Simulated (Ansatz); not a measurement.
**BClH2: interaction energy of a dimer with the counterpoise correction, by script**

How strongly do two molecules of BClH2 bind, and how much of that is basis error? The task is the interaction energy of a dimer with the counterpoise correction, for BClH2.

Program: the Python package of Ansatz 0.2.0. Level of theory: MP2/cc-pVDZ. These are calculated values, not measurements.

**1. The system**

Bond lengths: B1–Cl2 1.783 Å, B1–H3 1.223 Å, B1–H4 1.231 Å. Angles: Cl2–B1–H3 124.3°, Cl2–B1–H4 118.1°, H3–B1–H4 117.5°.

No structure file is read: the coordinates are typed or built in the script.

**2. Script**

run_dimer.py reads:

```python
"""Binding of a BClH2 dimer at a trial geometry."""

import ansatz as az

FIRST = [
    ("B", (-0.1179, 0.0073, -0.0544)),
    ("Cl", (1.4278, -0.3766, 0.7465)),
    ("H", (-1.1853, -0.5247, 0.2163)),
    ("H", (-0.1247, 0.8941, -0.9083)),
]
SECOND = [
    ("B", (2.2149, 1.4184, 3.3913)),
    ("Cl", (2.4249, 1.9828, 5.0692)),
    ("H", (3.1143, 0.9614, 2.7001)),
    ("H", (1.0843, 1.4507, 2.9052)),
]

def energy(atoms, ghosts=()):
    molecule = az.Crystal.molecule()
    for symbol, xyz in atoms:
        molecule = molecule.atom(symbol, xyz)
    calc = (
        molecule.calculation()
        .basis(gaussian="cc-pVDZ")
        .correlation("mp2")
    )
    deck = calc.input()
    if ghosts:
        deck = deck.set(az.key.basis.gaussian.ghost_atoms, [{"symbol": s, "position_ang": list(xyz)} for s, xyz in ghosts])
    return az.Session.from_dict(deck).plan().execute().report["free_energy_ev"]

# monomers in their own basis and in the basis of the dimer
both = energy(FIRST + SECOND)
alone = energy(FIRST) + energy(SECOND)
ghosted = energy(FIRST, SECOND) + energy(SECOND, FIRST)
print(f"dimer {both:.6f} eV")
print(f"interaction, uncorrected   {96.485332 * (both - alone):8.3f} kJ/mol")
print(f"interaction, counterpoise  {96.485332 * (both - ghosted):8.3f} kJ/mol")
print(f"basis-set superposition    {96.485332 * (alone - ghosted):8.3f} kJ/mol")
```

**3. What the engine is handed**

The engine receives this input (first run):

```yaml
crystal:
  periodic: [false, false, false]
  atoms:
    - { symbol: B, position_ang: [-0.1179, 0.0073, -0.0544] }
    - { symbol: Cl, position_ang: [1.4278, -0.3766, 0.7465] }
    - { symbol: H, position_ang: [-1.1853, -0.5247, 0.2163] }
    - { symbol: H, position_ang: [-0.1247, 0.8941, -0.9083] }
    - { symbol: B, position_ang: [2.2149, 1.4184, 3.3913] }
    - { symbol: Cl, position_ang: [2.4249, 1.9828, 5.0692] }
    - { symbol: H, position_ang: [3.1143, 0.9614, 2.7001] }
    - { symbol: H, position_ang: [1.0843, 1.4507, 2.9052] }
basis:
  gaussian:
    orbitals: cc-pVDZ
correlation:
  method: mp2
```

**4. The run**

Run with:

```
> python run_dimer.py
```

**Question.** How large is the interaction at this pose, and how much of it is basis-set superposition?

The runs gave:

```
                        quantity         value
 interaction energy, uncorrected  4.905 kJ/mol
interaction energy, counterpoise  8.220 kJ/mol
                   runs compared             5
```

In words: The pair is unbound at this geometry and level. Uncorrected it is 4.905 kJ/mol, with the counterpoise correction 8.220 kJ/mol; the difference, 3.32 kJ/mol, is the superposition error. The pose is repulsive. Total energies depend on the basis set; only differences at equal settings carry meaning. The dimer is a generated trial pose of unrelaxed monomers, not a minimum, so the figure is no binding energy, and the basis set is small.
